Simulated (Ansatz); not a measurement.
# C2H5BO (SMILES B1CCO1): r2SCAN0/def2-SVP

Aim: the electronic atomisation energy of C2H5BO at r2SCAN0/def2-SVP, from 5 runs. 

Program for the calculation: Ansatz 0.2.0.

68 further runs of the same task are left out: 68 set aside as unsound or not needed.

## (1) The structure to begin with

The species is C2H5BO (9 atoms), meant as a singlet with charge 0. As SMILES, `B1CCO1`. The shape is that of a PBE0-D4/def2-TZVP optimisation.

Bond lengths: B1–C2 1.580 Å, C2–C3 1.533 Å, B1–O4 1.364 Å, C3–O4 1.455 Å, B1–H5 1.195 Å, C2–H6 1.091 Å, C2–H7 1.091 Å, C3–H8 1.092 Å, C3–H9 1.092 Å. Some angles: B1–C2–C3 80.2°, C2–B1–O4 95.4°, C2–C3–O4 93.7°, B1–O4–C3 90.7°, B1–C2–H6 117.4°, B1–C2–H7 117.4°, C3–C2–H6 115.4°, C3–C2–H7 115.4°, C2–B1–H5 139.9°, O4–B1–H5 124.7°.

## (2) A single-point energy at r2SCAN0/def2-SVP

Contents of job.yaml:

```yaml
crystal:
  periodic: [false, false, false]
  atoms:
    - {symbol: B, position_ang: [-0.402600, 0.301700, -1.082000]}
    - {symbol: C, position_ang: [0.506000, 0.617000, 0.171000]}
    - {symbol: C, position_ang: [-0.098600, -0.719600, 0.617700]}
    - {symbol: O, position_ang: [-0.884800, -0.878500, -0.596200]}
    - {symbol: H, position_ang: [-0.697000, 0.772800, -2.139500]}
    - {symbol: H, position_ang: [0.236300, 1.479000, 0.782200]}
    - {symbol: H, position_ang: [1.586200, 0.614100, 0.021000]}
    - {symbol: H, position_ang: [-0.757600, -0.681300, 1.487200]}
    - {symbol: H, position_ang: [0.600600, -1.551500, 0.721500]}
basis:
  gaussian:
    orbitals: def2-SVP
magnetization:
  spin_polarized: false
hamiltonian:
  xc: {name: r2SCAN0}
accuracy: high
output: {orbitals: {seedname: orbitals}}
```

Launch:

```
ansatz run job.yaml --threads 1 --pin off --max-ram 3480MiB --events-out events.jsonl --progress --plain --runs-dir runs
```

The log of the run:

```text
Warning: RAYON_NUM_THREADS=1 ignored (pool sized by the plan → 1); use --threads N
Functional definition: r2SCAN0
  name "r2SCAN0"
  parameter a = 0.25
  parameter k0 = 0.174
  parameter k1 = 0.065
  parameter a1 = 4.9479
  exchange = (1 - a)*r2scan_x(k0 = k0, k1 = k1, a1 = a1) + a*exact_x
  correlation = r2scan_c
1978 factors; integrals over basis functions are off by at most 3.5e-9 eV
mean field evaluation 1: about -4867.8936 eV, gradient 4.3e1 eV
mean field evaluation 2: about -4866.6140 eV, gradient 5.1e1 eV
mean field evaluation 4: about -4871.9610 eV, gradient 2.2e0 eV
mean field evaluation 8: about -4871.9752 eV, gradient 1.1e-1 eV
mean field evaluation 16: about -4871.9752 eV, gradient 4.1e-6 eV
mean field -4871.97518374 eV, -179.0417856590 hartree, gradient 3.6e-8 eV, S^2 0.000000; 0 other end points of the search recorded, 0 dependent functions left out
reference -4871.97518431 eV, -179.0417856799 hartree; 15, 15 occupied and 66, 66 virtual orbitals, 1978 factors
Total energy: -4871.97518431 eV, -179.0417856799 hartree
```

It took 9.3 s on 1 thread of Arm Neoverse V2, shared host; peak memory 0.29 GiB.

## (3) The B atom

Contents of molecule.yaml:

```yaml
crystal:
  periodic: [false, false, false]
  atoms:
    - {symbol: B, position_ang: [0.000000, 0.000000, 0.000000]}
basis:
  gaussian:
    orbitals: def2-SVP
magnetization:
  spin_polarized: true
  initial_magnetization: 1
hamiltonian:
  xc: {name: r2SCAN0}
accuracy: high
```

Run the same way, it converges to -24.60878 Eh (log not shown).

## (4) The C atom, same level

Contents of run.yaml:

```yaml
crystal:
  periodic: [false, false, false]
  atoms:
    - symbol: C
      position_ang: [0.000000, 0.000000, 0.000000]
basis:
  gaussian: {orbitals: def2-SVP}
magnetization: {spin_polarized: true, initial_magnetization: 2}
hamiltonian: {xc: {name: r2SCAN0}}
accuracy: high
```

Run the same way, it converges to -37.78832 Eh (log not shown).

## (5) The H atom at the same level

Contents of input.yaml:

```yaml
crystal:
  periodic: [false, false, false]
  atoms:
    - symbol: H
      position_ang: [0.000000, 0.000000, 0.000000]
basis:
  gaussian:
    orbitals: def2-SVP
magnetization:
  spin_polarized: true
  initial_magnetization: 1
hamiltonian:
  xc: {name: r2SCAN0}
accuracy: high
```

Run the same way, it converges to -0.49923 Eh (log not shown).

## (6) The O atom

Contents of input.yaml:

```yaml
crystal:
  periodic: [false, false, false]
  atoms:
    - symbol: O
      position_ang: [0.000000, 0.000000, 0.000000]
basis:
  gaussian:
    orbitals: def2-SVP
accuracy: high
hamiltonian:
  xc: {name: r2SCAN0}
magnetization:
  spin_polarized: true
  initial_magnetization: 2
```

Run the same way, it converges to -74.96183 Eh (log not shown).

## (7) Outcome

Level: r2SCAN0/def2-SVP.

| quantity | value |
| --- | --- |
| molecule: total energy | -179.04179 Eh |
| molecule: HOMO energy | -8.50 eV |
| molecule: LUMO energy | 0.31 eV |
| molecule: HOMO–LUMO gap | 8.80 eV |
| B atom: total energy | -24.60878 Eh |
| B atom: ⟨S²⟩ | 0.754 |
| C atom: total energy | -37.78832 Eh |
| C atom: ⟨S²⟩ | 2.005 |
| H atom: total energy | -0.49923 Eh |
| H atom: ⟨S²⟩ | 0.750 |
| O atom: total energy | -74.96183 Eh |
| O atom: ⟨S²⟩ | 2.004 |
| electronic atomisation energy | 38.052 eV |

What this shows: Taking the molecule apart into free atoms costs 38.05 eV (3672 kJ/mol), before zero-point energy and without spin-orbit coupling.
